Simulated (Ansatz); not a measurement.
# CH4BF3O: one species, many methods

One table from this session's results is given with a row withheld; the runs are named, their logs left out.

Program: Ansatz 0.2.0, Gaussian basis. Level of theory: functionals in def2-TZVPP, the program's frozen cores in correlated methods. These are calculated values, not measurements.

The runs, in order: LDA (SPW92), PBE-D4, revPBE-D4, BLYP-D4, r2SCAN-D4, B97M-V, PBE0-D4, B3LYP-D4, r2SCANh-D4, r2SCAN0-D4, HSE06-D4, BHLYP-D4, CAM-B3LYP-D4, LC-ωPBE, ωB97X-V, ωB97M-V, B2PLYP, PBE-QIDH; CCSD(T)/def2-SVP; CCSD(T)/def2-TZVPP; MP2/def2-QZVPP; extrapolation to the limit; RPA on PBE.

## The geometry

An earlier PBE0-D4 in a triple-zeta def2 set relaxation fixed the geometry.

SMILES `C[OH+][B-](F)(F)F`, 10 atoms, charge 0, spin multiplicity 1.

Atoms are counted from 1 here; the program's logs count them from 0.

Bond lengths: C1–O2 1.437 Å, C1–H7 1.089 Å, C1–H8 1.087 Å, C1–H9 1.090 Å, O2–B3 1.693 Å, O2–H10 0.964 Å, B3–F4 1.349 Å, B3–F5 1.353 Å, B3–F6 1.359 Å. Angles: O2–C1–H7 108.8°, O2–C1–H8 105.9°, O2–C1–H9 110.4°, H7–C1–H8 110.1°, H7–C1–H9 111.4°, H8–C1–H9 110.1°, C1–O2–B3 116.7°, C1–O2–H10 111.1°, B3–O2–H10 108.2°, O2–B3–F4 102.4°, O2–B3–F5 100.5°, O2–B3–F6 103.5°, F4–B3–F5 117.0°, F4–B3–F6 115.1°, F5–B3–F6 115.0°.

The first run:

Contents of in.yaml:

```yaml
crystal:
  periodic: [false, false, false]
  atoms:
    - {symbol: C, position_ang: [0.007503, -1.033434, 0.799958]}
    - {symbol: O, position_ang: [0.654146, -0.212033, -0.186349]}
    - {symbol: B, position_ang: [-0.277126, 1.022246, -0.875880]}
    - {symbol: F, position_ang: [-1.186113, 0.332161, -1.595818]}
    - {symbol: F, position_ang: [0.673339, 1.692620, -1.567628]}
    - {symbol: F, position_ang: [-0.777412, 1.682109, 0.201986]}
    - {symbol: H, position_ang: [0.684065, -1.838130, 1.084125]}
    - {symbol: H, position_ang: [-0.875774, -1.441611, 0.315910]}
    - {symbol: H, position_ang: [-0.282511, -0.434625, 1.663091]}
    - {symbol: H, position_ang: [1.462981, 0.179598, 0.163504]}
basis:
  gaussian: {orbitals: def2-TZVPP}
hamiltonian: {xc: lda}
output: {orbitals: {seedname: orbitals}}
```

Command:

```sh
$ ansatz run in.yaml --threads 4 --pin off --events-out ev --progress --plain --max-ram 10444MiB
```

Among the steps run: LDA; PBE-D4 (GGA); revPBE-D4 (GGA); BLYP-D4 (GGA); r2SCAN-D4 (meta-GGA); B97M-V (meta-GGA); PBE0-D4 (hybrid); B3LYP-D4 (hybrid); r2SCANh-D4 (hybrid); r2SCAN0-D4 (hybrid); HSE06-D4 (hybrid); BHLYP-D4 (hybrid); CAM-B3LYP-D4 (range-separated); LC-ωPBE (range-separated); ωB97X-V (range-separated); ωB97M-V (range-separated); B2PLYP (double hybrid); PBE-QIDH (double hybrid).

One of the session's tables, all rows but one given; the rest of the session is left out.

It belongs to the step «Frontier levels by functional». 

| functional | HOMO (eV) | gap (eV) |
| --- | --- | --- |
| LDA (SPW92) | -8.66 | 7.57 |
| PBE-D4 | -8.41 | 7.50 |
| revPBE-D4 | -8.31 | 7.49 |
| BLYP-D4 | -8.36 | 7.41 |
| r2SCAN-D4 | ? | ? |
| B97M-V | -9.08 | 8.46 |
| PBE0-D4 | -10.39 | 10.41 |
| B3LYP-D4 | -10.13 | 9.76 |
| r2SCANh-D4 | -9.66 | 9.73 |
| r2SCAN0-D4 | -10.68 | 11.16 |
| HSE06-D4 | -9.98 | 9.63 |
| BHLYP-D4 | -12.15 | 12.83 |
| CAM-B3LYP-D4 | -11.93 | 12.73 |
| LC-ωPBE | -13.25 | 15.46 |
| ωB97X-V | -12.93 | 14.92 |
| ωB97M-V | -12.84 | 14.36 |

Estimate the missing values for r2SCAN-D4.

Worked estimate for «HOMO (eV)». Against the share of exact exchange, r2SCANh-D4 (0.1, -9.66), r2SCAN0-D4 (0.25, -10.68) give a slope of -6.80 per unit share; at 0 the line stands at -8.98.

The run gave: HOMO (eV): -8.92; gap (eV): 8.69. In «HOMO (eV)» the line misses by -0.06.
